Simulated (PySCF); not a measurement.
# BeBr⁺: basis, grid and Hamiltonian

Which parts of the numerical set-up matter for BeBr⁺? Each run edits the base script.

Computed with PySCF 2.14.0. Level: method and basis as typed in the scripts.

3 further runs of the same task are left out: 3 that didn't finish.

### 1 Starting geometry

BeBr⁺: 2 atoms, charge 1, spin multiplicity 1.

Bond lengths: Be1–Br2 2.124 Å.

### 2 The run that the others are compared with

Input file input.py:

```python
from pyscf import gto, scf, cc

mol = gto.M(
    atom='Be 0 0 0; Br 0 0 2.124',
    basis='aug-cc-pvdz',
    charge=1,
    spin=0,
    verbose=4,
)
mf = scf.RHF(mol)
mf.kernel()
mycc = cc.CCSD(mf)
mycc.kernel()
e = mycc.ipccsd(nroots=3)[0]
print('roots (eV) =', (e*27.211386).round(3))
mf.dip_moment()
print('orbital energies (hartree):', mf.mo_energy[..., max(0, mol.nelec[1]-3):mol.nelec[0]+3].round(4))
```

Started as:

```console
OMP_NUM_THREADS=1 python input.py
```

The log of this run is left out.

In short: E(SCF) = -2586.725090 Eh, 10 cycles, E(CCSD) − E(SCF) = -0.17984 Eh, ionisation roots 16.745, 16.745, 19.208 eV.

The bond length is a typed value, not an optimised one. The dipole of an ion depends on the origin.

### 3 6-31g

Variant 1 changes basis set: aug-cc-pvdz → 6-31g.

Input file input.py:

```python
from pyscf import gto, scf, cc

mol = gto.M(
    atom='Be 0 0 0; Br 0 0 2.124',
    basis='6-31g',
    charge=1,
    spin=0,
    verbose=4,
)
mf = scf.RHF(mol)
mf.kernel()
mycc = cc.CCSD(mf)
mycc.kernel()
e = mycc.ipccsd(nroots=3)[0]
print('roots (eV) =', (e*27.211386).round(3))
mf.dip_moment()
print('orbital energies (hartree):', mf.mo_energy[..., max(0, mol.nelec[1]-3):mol.nelec[0]+3].round(4))
```

Started as:

```console
OMP_NUM_THREADS=1 python input.py
```

### 4 Ano-rcc-vdzp (X2C on)

Variant 2 changes basis set: aug-cc-pvdz → ano-rcc-vdzp; spin-free X2C: off → on.

input.py: that of step 2 with these lines changed.

```diff
@@ -4,3 +4,3 @@
     atom='Be 0 0 0; Br 0 0 2.124',
-    basis='aug-cc-pvdz',
+    basis='ano-rcc-vdzp',
     charge=1,
@@ -10,2 +10,3 @@
 mf = scf.RHF(mol)
+mf = mf.sfx2c1e()
 mf.kernel()
```

What does the calculation give? Wanted: for each run, E(SCF); from base; gap; after the SCF.

As calculated:

```tsv
run	E(SCF) (hartree)	from base (eV)	cycles	gap (eV)	functions	after the SCF
base	-2586.725090	0	10	8.74	59	CCSD correlation -4.894 eV, first root 16.75 eV
6-31g	-2586.373674	+9.5625	10	8.80	36	CCSD correlation -5.757 eV, first root 16.42 eV
ano-rcc-vdzp (X2C on)	-2618.788672	not comparable	10	8.71	41	CCSD correlation -4.727 eV, first root 16.68 eV
```

In words: 6-31g (36 functions) gives an energy 9.56 eV higher than aug-cc-pvdz (59).
